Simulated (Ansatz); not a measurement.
# Sn: the cost of one run

Program: Ansatz 0.2.0, driven from Python. Level of theory: DFT r2SCAN, plane waves, PAW. These are calculated values, not measurements.

### 1 The structure

The structure is cubic, space group Im-3m (No. 229). Conventional cell: a = 3.789 Å, b = 3.789 Å, c = 3.789 Å, α = 90.00°, β = 90.00°, γ = 90.00°. Sn (site symmetry m-3m) has 8 Sn at 3.28 Å in its first shell of neighbours.

No structure file is read: the coordinates are typed or built in the script.

### 2 Script

The input, eos.py:

```python
"""Equation of state of Sn."""

import warnings

import ansatz as az
import numpy as np

vectors0 = np.array([
    [-1.894652, 1.894652, 1.894652],
    [1.894652, -1.894652, 1.894652],
    [1.894652, 1.894652, -1.894652],
])
sites = [
    ("Sn", [0.0, 0.0, 0.0]),
]


def on_lattice(cell):
    crystal = az.Crystal(lattice=az.Lattice.of(cell))
    for symbol, position in sites:
        crystal = crystal.atom(symbol, position)
    return crystal

warnings.simplefilter("ignore", az.DeckWarning)

# scale the volume, keep shape and fractions
volumes, energies = [], []
for scale in np.linspace(0.92, 1.08, 7):
    cell = vectors0 * scale ** (1 / 3)
    base = (
        on_lattice(cell).calculation()
        .occupations(az.OccupationsMethod.FERMI_DIRAC)
        .basis(650)
        .functional("r2scan")
        .kpoints(12, 12, 12)
    )
    data = base.run(threads=1).report
    volumes.append(abs(np.linalg.det(cell)) / len(sites))
    energies.append(data["free_energy_ev"] / len(sites))
    print(f"V = {volumes[-1]:8.4f} A^3/atom  F = {energies[-1]:.5f} eV/atom")

# third-order Birch-Murnaghan: a cubic in V^(-2/3)
x = np.array(volumes) ** (-2 / 3)
poly = np.polynomial.Polynomial.fit(x, energies, 3).convert()
roots = poly.deriv().roots()
x0 = min((r.real for r in roots if abs(r.imag) < 1e-9 and poly.deriv(2)(r.real) > 0), key=lambda r: abs(r - x.mean()))
v0 = x0 ** -1.5
b0 = 4 / 9 * poly.deriv(2)(x0) * v0 ** (-7 / 3) * 160.21766
b1 = 4 + 2 / 3 * x0 * poly.deriv(3)(x0) / poly.deriv(2)(x0)
print(f"V0 = {v0:.4f} A^3/atom, B0 = {b0:.1f} GPa, dB/dP = {b1:.2f}")
```

### 3 The calls as engine input

The engine receives this input (first run):

```yaml
crystal:
  lattice:
    - [-1.842717364773208, 1.842717364773208, 1.842717364773208]
    - [1.842717364773208, -1.842717364773208, 1.842717364773208]
    - [1.842717364773208, 1.842717364773208, -1.842717364773208]
  atoms:
    - { symbol: Sn, position: [0.0, 0.0, 0.0] }
basis:
  ecutwfc: 650.0
kpoints:
  mp_grid:
    grid: [12, 12, 12]
hamiltonian:
  xc: r2scan
scf:
  occupations:
    method: fermi_dirac
```

### 4 Running it

Run with:

```sh
python eos.py
```

What time and memory should one allow on 1 thread of Arm Neoverse V1, shared host?

About 25 s, with a peak of 0.46 GiB.
